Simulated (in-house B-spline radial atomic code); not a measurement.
**Os: ionisation energy by several methods**

One table from this session's results is given with a row withheld; the runs are named, their logs left out.

Program: in-house B-spline radial atomic code version 1. Level of theory: scalar-relativistic (X2C), several functionals, spin-polarised; spherical all-electron atom at the radial basis limit. These are calculated values, not measurements, unless marked.

**What is computed**

* element: osmium (Z = 76)
* charge: 0
* electrons: 76
* configuration: [Xe] 4f14 5d6 6s2
* nucleus: Fermi, rms radius 5.413 fm

The outer shells:

[Xe] 4f14 5d6 6s2
```
[Xe] core
4f [↑↓][↑↓][↑↓][↑↓][↑↓][↑↓][↑↓]
5d [↑↓][↑ ][↑ ][↑ ][↑ ]
6s [↑↓]
```

Where spins are not typed, each open shell is filled with up spins first.

The first run:

Input settings:

```ini
Z = 76
electrons = 76.0
configuration = [Xe] 4f14 5d6 6s2
hamiltonian = x2c
method = m06l
spin_polarised = True
nucleus = fermi
rms_radius = 5.4126
mass_number = 192
atomic_mass = 191.961478765
speed_of_light = 137.035999084
```

Among the steps run: M06-L; exchange-only LDA; LDA (PW92); AM05; PW91.

One of the session's tables, all rows but one given; the rest of the session is left out.

| method | ΔSCF (eV) |
| --- | --- |
| exchange-only LDA | 7.337 |
| LDA (PW92) | 8.849 |
| AM05 | ? |
| PW91 | 8.440 |
| M06-L | 8.408 |

Estimate the missing values for AM05.

The run gave: ΔSCF (eV): 8.379. In the column «ΔSCF (eV)» it lies between exchange-only LDA (7.337) and M06-L (8.408).

Limits of these values: Mean absolute error by rung (exchange-only levels left out): LDA 0.41 eV, GGA 0.03 eV, meta-GGA 0.03 eV. Relativistic terms that these runs lack can be as large as the gaps between close methods, so the nearest may be so by luck. Spin-orbit coupling is left out.
